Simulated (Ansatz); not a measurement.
# GaSi2H5: small, medium and large basis sets

The task here is to estimate one member of a computed series from the others.

Computed with Ansatz 0.2.0, Gaussian basis. Level: one geometry, several basis sets.

The runs, in order: PBE0-D4/def2-SVP; ωB97M-V/def2-SVP; PBE0-D4/def2-QZVPP; ωB97M-V/def2-QZVPP; the functionals' def2-TZVPP values are taken from earlier runs.

## Structure used throughout

All runs share one geometry, relaxed beforehand with PBE0-D4 in a triple-zeta def2 set.

8 atoms, charge 0, spin multiplicity 1.

Atoms are counted from 1 here; the program's logs count them from 0.

Bond lengths: Si1–Si2 2.339 Å, Si1–Ga3 2.591 Å, Si1–H4 1.500 Å, Si1–H5 1.500 Å, Si2–H6 1.491 Å, Si2–H7 1.490 Å, Si2–H8 1.491 Å. Angles: Si2–Si1–Ga3 113.9°, Si2–Si1–H4 106.5°, Si2–Si1–H5 106.5°, Ga3–Si1–H4 111.8°, Ga3–Si1–H5 111.9°, H4–Si1–H5 105.7°, Si1–Si2–H6 109.9°, Si1–Si2–H7 114.3°, Si1–Si2–H8 109.8°, H6–Si2–H7 107.7°, H6–Si2–H8 107.1°, H7–Si2–H8 107.7°.

Set-up of the first run:

Input file in.yaml:

```yaml
crystal:
  periodic: [false, false, false]
  atoms:
    - {symbol: Si, position_ang: [-0.958087, 0.090707, -0.598769]}
    - {symbol: Si, position_ang: [1.133600, -0.014634, 0.442442]}
    - {symbol: Ga, position_ang: [-2.890195, -0.878339, 0.830373]}
    - {symbol: H, position_ang: [-0.818954, -0.627770, -1.907876]}
    - {symbol: H, position_ang: [-1.188290, 1.530685, -0.948764]}
    - {symbol: H, position_ang: [1.097219, 0.737739, 1.729571]}
    - {symbol: H, position_ang: [2.252052, 0.535590, -0.373553]}
    - {symbol: H, position_ang: [1.464855, -1.431179, 0.770776]}
basis:
  gaussian: {orbitals: def2-SVP}
hamiltonian: {xc: pbe0, dispersion: d4}
output: {orbitals: {seedname: orbitals}}
```

On the command line:

```bash
$ ansatz run in.yaml --threads 2 --pin off --events-out ev --progress --plain --max-ram 4352MiB
```

Steps of the session up to this table: PBE0-D4 in def2-SVP; ωB97M-V in def2-SVP; PBE0-D4 in def2-QZVPP; ωB97M-V in def2-QZVPP.

One table of the session follows, with a row left open; its other results are not shown here.

It belongs to the step «Functionals by basis». 

```
functional       basis  HOMO (eV)  LUMO (eV)
   PBE0-D4    def2-SVP      -5.75      -2.24
   PBE0-D4  def2-TZVPP      -5.73      -2.23
   PBE0-D4  def2-QZVPP          ?          ?
   ωB97M-V    def2-SVP      -7.58      -0.51
   ωB97M-V  def2-TZVPP      -7.57      -0.53
   ωB97M-V  def2-QZVPP      -7.59      -0.63
```

**Question.** Estimate the row for PBE0-D4, def2-QZVPP.

**Answer.** HOMO (eV): -5.74; LUMO (eV): -2.26. In the column «HOMO (eV)» it lies between PBE0-D4, def2-SVP (-5.75) and PBE0-D4, def2-TZVPP (-5.73).
